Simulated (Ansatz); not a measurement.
The system is HfMoC2.

```
Hf Mo C
1.0
     3.19142    0.00000    0.00000
     0.00000    3.19142    0.00000
     0.00000    0.00000    4.48516
Hf Mo C
1 1 2
Direct
  0.00000 0.00000 0.00000
  0.50000 0.50000 0.50000
  0.50000 0.50000 0.00000
  0.00000 0.00000 0.50000
```

The cell comes from a database or a generator and needn't be the stable form of this composition.

Base run:

```yaml
Program: Ansatz 0.2.0
Functional: PBEsol
Potentials_or_basis: all-electron LAPW, scalar-relativistic
Cutoff: 301 eV (chosen from the basis error)
Basis_error_allowed: 0.002 eV/atom
k_mesh: 8 × 8 × 6
Occupations: fermi-dirac, width 0.05 eV
Spin: no spin polarisation
```

Its results: pressure -8.9 GPa.

**Question.** The run is repeated on the same cell with these changes: functional from PBEsol to PBE. What comes out?

**Answer.** Pressure -1.2 GPa.

PBE binds less tightly than PBEsol, so the same cell stands under more pressure.
